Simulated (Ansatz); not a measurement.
# CH6AlBrGeS: the cost of one run

Method: RHF/def2-SVP, in Ansatz 0.2.0.

## 1. The structure to begin with

Bond lengths: C1–S2 1.773 Å, S2–Ge3 2.226 Å, Ge3–Al4 2.462 Å, Ge3–Br5 2.301 Å, C1–H6 1.098 Å, C1–H7 1.160 Å, C1–H8 1.064 Å, Ge3–H9 1.613 Å, Al4–H10 1.543 Å, Al4–H11 1.616 Å. Angles (14 of 16 angles, heavy atoms first): C1–S2–Ge3 94.5°, S2–Ge3–Al4 112.0°, S2–Ge3–Br5 111.6°, Al4–Ge3–Br5 111.1°, S2–C1–H6 113.8°, S2–C1–H7 108.8°, S2–C1–H8 111.3°, S2–Ge3–H9 107.3°, Al4–Ge3–H9 106.6°, Br5–Ge3–H9 107.9°, Ge3–Al4–H10 120.3°, Ge3–Al4–H11 116.5°, H6–C1–H7 105.4°, H6–C1–H8 110.4°.

Structure file:

```xyz
11

C    -1.4986   -1.0534    0.5896
S    -0.1380   -0.9289    1.7197
Ge    0.7866    0.8127    0.6863
Al    1.5488    0.2421   -1.5841
Br   -0.6270    2.6278    0.6540
H    -1.1952   -1.1870   -0.4572
H    -2.0962   -0.0589    0.6135
H    -2.1741   -1.8225    0.8816
H     2.1023    1.2229    1.5239
H     2.2033    1.3157   -2.4786
H     1.1535   -1.2276   -2.1281
```

## 2. End point A

File input.yaml:

```yaml
crystal:
  periodic: [false, false, false]
  atoms:
    - { symbol: C, position_ang: [-1.4986, -1.0534, 0.5896] }
    - { symbol: S, position_ang: [-0.138, -0.9289, 1.7197] }
    - { symbol: Ge, position_ang: [0.7866, 0.8127, 0.6863] }
    - { symbol: Al, position_ang: [1.5488, 0.2421, -1.5841] }
    - { symbol: Br, position_ang: [-0.627, 2.6278, 0.654] }
    - { symbol: H, position_ang: [-1.1952, -1.187, -0.4572] }
    - { symbol: H, position_ang: [-2.0962, -0.0589, 0.6135] }
    - { symbol: H, position_ang: [-2.1741, -1.8225, 0.8816] }
    - { symbol: H, position_ang: [2.1023, 1.2229, 1.5239] }
    - { symbol: H, position_ang: [2.2033, 1.3157, -2.4786] }
    - { symbol: H, position_ang: [1.1535, -1.2276, -2.1281] }
basis:
  gaussian: { orbitals: def2-SVP }
hamiltonian:
  xc: hf
relax:
  f_tol: 0.015
  max_steps: 40
output:
  orbitals: {}
```

Launch:

```
$ ansatz run input.yaml --threads 2 --pin off --max-ram 3072MiB --backend cpu --events-out ev --progress --plain --runs-dir out
```

**Question.** How long does this run take on 2 threads of Intel Xeon Platinum 8488C (Sapphire Rapids), shared host, and how much memory does it need?

About 53 s, with a peak of 0.45 GiB.
